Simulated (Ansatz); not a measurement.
**HfTa in Ansatz: the effect of strain**

The system is HfTa.

```
Ta Hf
1.0
     1.71275   -2.39960    0.00000
     1.71275    2.39960    0.00000
     0.00000    0.00000    4.65365
Ta Hf
1 1
Direct
  0.50000 0.50000 0.50000
  0.00000 0.00000 0.00000
```

The cell comes from a database or a generator and needn't be the stable form of this composition.

Alike in all runs:

* Program: Ansatz 0.2.0
* Task: band structure
* Functional: PBE
* Potentials or basis: Ansatz PAW
* Cutoff: 420 eV (not typed: the program's choice for these potentials)
* k mesh: 8 × 8 × 5
* Occupations: fermi-dirac, width 0.05 eV
* Spin: no spin polarisation
* Kind of strain: uniaxial
* Path: [["G", "X", "S", "R", "A", "Z", "G", "Y", "X1", "A1", "T", "Y"], ["Z", "T"]]
* Points for each segment of the path: 14

| strain | pressure (GPa) |
| --- | --- |
| -0.04 | 6.9 |
| -0.02 | 3.5 |
| -0.01 | ? |
| 0 | 0.4 |
| 0.01 | -1.0 |
| 0.02 | -2.3 |
| 0.04 | -4.7 |

Task: What does the run with strain -0.01 give?

Result: Pressure 1.9 GPa.

Worked out: A parabola through the other rows of the pressure, of slope -154 GPa per unit of strain there, gives 1.9 GPa, against the run's 1.9.
